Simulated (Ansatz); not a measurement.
Runs of Ansatz 0.2.0 on WF. It takes space group R3m (No. 160, trigonal). Conventional cell: a = 2.732 Å, b = 2.732 Å, c = 15.209 Å, α = 90.00°, β = 90.00°, γ = 120.00°. W (site symmetry 3m) has 1 F at 1.87 Å as nearest neighbours. F (site symmetry 3m) is surrounded by 1 W at 1.87 Å. The cell was built by a generator and needn't be a form met in nature.

```tsv
task	level	potentials or basis	cell	k mesh	cutoff (eV)	screening (1/Å)	share of exact exchange	points for each segment of the path	mesh quality	gap on the mesh (eV)	pressure (GPa)	relaxed volume (Å³/atom)	largest force (eV/Å)
relaxation of cell and atoms	PBE+D3(BJ)+ATM	Ansatz PAW	relaxed	11 × 11 × 11	420	-	-	-	not flagged	none	0.0	14.88	-
single point	HSE06 form with a typed share of exact exchange	Ansatz PAW	as given	6 × 6 × 6	420	0.6	0.25	-	coarse	none	-	-	0.39
band structure	LDA	Ansatz PAW	as given	11 × 11 × 11	420	-	-	14	not flagged	none	-9.0	-	0.75
band structure	r2SCAN	Ansatz PAW	as given	11 × 11 × 11	500	-	-	14	not flagged	none	-3.5	-	0.32
single point	HSE06 form with a typed share of exact exchange	Ansatz PAW	as given	6 × 6 × 6	420	0.15	0.25	-	coarse	none	-	-	0.61
band structure	PBEsol	Ansatz PAW	as given	11 × 11 × 11	420	-	-	14	not flagged	none	-4.9	-	0.45
relaxation of cell and atoms	PBE+D4	Ansatz PAW	relaxed	11 × 11 × 11	420	-	-	-	not flagged	none	0.0	14.74	-
band structure	RPBE	Ansatz PAW	as given	11 × 11 × 11	420	-	-	14	not flagged	none	(c)	-	(a)
relaxation of cell and atoms	revPBE+D3(BJ)	Ansatz PAW	relaxed	11 × 11 × 11	420	-	-	-	not flagged	none	0.0	14.44	-
single point	HSE06 form with a typed share of exact exchange	Ansatz PAW	as given	6 × 6 × 6	420	0.2	0.25	-	coarse	none	-	-	0.59
single point	HSE06 form with a typed share of exact exchange	Ansatz PAW	as given	6 × 6 × 6	420	0.3	0.25	-	coarse	none	-	-	(b)
```

Alike in all rows: no spin polarisation; smearing fermi-dirac 0.05 eV.

**Question.** Estimate the missing entries.

**Answer.** (a) 0.19; (b) 0.54; (c) 3.9.

Caveats: some runs use coarse meshes; an odd number of electrons without spin polarisation forces a metal; a magnetic or distorted state may lie lower; the PAW data sets come from PBE, with cores solved anew for the run's functional, which leaves a small shift of forces and pressure (some runs); the plane-wave basis is chosen anew once the cell has moved, so the energies of steps on either side of that aren't comparable (some runs); pairwise dispersion overbinds metals, which lowers pressure and volume (some runs); the potentials were made for another functional, which shifts forces and pressure (some runs).

A k mesh can miss the band edges, and the runs leave out spin-orbit coupling on W.

A gap of «none» marks a metal or a gap under the smearing width.

Not every run made on this cell is shown here.
